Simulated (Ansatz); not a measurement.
# AlFe3, space group Pm-3m: an equation of state with a fit

With the Python package of Ansatz (0.2.0).

Run as a notebook:

**Cell 1**
```python
import warnings

import ansatz as az
import numpy as np
```

**Cell 2**
```python
vectors0 = np.array([
    [3.63929, 0.0, 0.0],
    [0.0, 3.63929, 0.0],
    [0.0, 0.0, 3.63929],
])
sites = [
    ('Al', (0.0, 0.0, 0.0), 0.0),
    ('Fe', (0.0, 0.5, 0.5), 2.4),
    ('Fe', (0.5, 0.0, 0.5), 2.4),
    ('Fe', (0.5, 0.5, 0.0), 2.4),
]
```

**Cell 3**
```python
def crystal_on(cell):
    crystal = az.Crystal(lattice=az.Lattice.of(cell))
    for symbol, position, moment in sites:
        crystal = crystal.atom(symbol, position, moment=moment or None)
    return crystal
```

**Cell 4**
```python
warnings.simplefilter('ignore', az.DeckWarning)
```

**Cell 5**
```python
# scale the volume, keep shape and fractions
volumes, energies = [], []
for scale in np.linspace(0.88, 1.12, 7):
    cell = vectors0 * scale ** (1 / 3)
    calculation = (
        crystal_on(cell).calculation()
        .basis(550)  # cutoff of the orbital basis
        .spin(az.SpinTreatment.COLLINEAR)  # spin-polarised run
        .occupations('fermi_dirac')
        .pseudopotentials('paw')
        .functional('lda')
        .kpoints(6, 6, 6)  # sampling of the Brillouin zone
    )
    summary = calculation.run(threads=1).report
    volumes.append(abs(np.linalg.det(cell)) / len(sites))
    energies.append(summary['free_energy_ev'] / len(sites))
    print(f'V = {volumes[-1]:8.4f} A^3/atom  F = {energies[-1]:.5f} eV/atom')
```
Output:
```text
V =  10.6041 A^3/atom  F = -3443.35264 eV/atom
V =  11.0861 A^3/atom  F = -3443.36485 eV/atom
V =  11.5681 A^3/atom  F = -3443.35399 eV/atom
V =  12.0501 A^3/atom  F = -3443.32351 eV/atom
V =  12.5321 A^3/atom  F = -3443.27654 eV/atom
V =  13.0141 A^3/atom  F = -3443.21603 eV/atom
V =  13.4961 A^3/atom  F = -3443.14451 eV/atom
```

**Cell 6**
```python
# third-order Birch-Murnaghan: a cubic in V^(-2/3)
x = np.array(volumes) ** (-2 / 3)
poly = np.polynomial.Polynomial.fit(x, energies, 3).convert()
roots = poly.deriv().roots()
x0 = min((r.real for r in roots if abs(r.imag) < 1e-9 and poly.deriv(2)(r.real) > 0), key=lambda r: abs(r - x.mean()))
v0 = x0 ** -1.5
b0 = 4 / 9 * poly.deriv(2)(x0) * v0 ** (-7 / 3) * 160.21766
b1 = 4 + 2 / 3 * x0 * poly.deriv(3)(x0) / poly.deriv(2)(x0)
print(f'V0 = {v0:.4f} A^3/atom, B0 = {b0:.1f} GPa, dB/dP = {b1:.2f}')
```
Output:
```text
V0 = 11.0853 A^3/atom, B0 = 178.5 GPa, dB/dP = 3.19
```

A third-order Birch-Murnaghan fit through the 7 points has its minimum at 11.09 Å³ an atom, 8.0 % below the typed cell, with a bulk modulus of 179 GPa. From that minimum the energy rises by 12.3 meV an atom on the compressed side and 220.5 meV on the expanded side. The window is off centre, so dB/dP is rough.

What to keep in mind:
- Total energies depend on the potentials; only differences at equal settings carry meaning.
- Other magnetic orders than the one started from may lie lower.
- For a metal this k-point mesh is coarse: on a finer one energies can move by several to tens of meV an atom and pressures by half a GPa or more, differences at one mesh by less.
- This cell is a computed structure, which may not be the phase found in nature.
- Timing: 60 s on 1 thread of Arm Neoverse V1, on a shared host, peak memory 0.49 GiB.
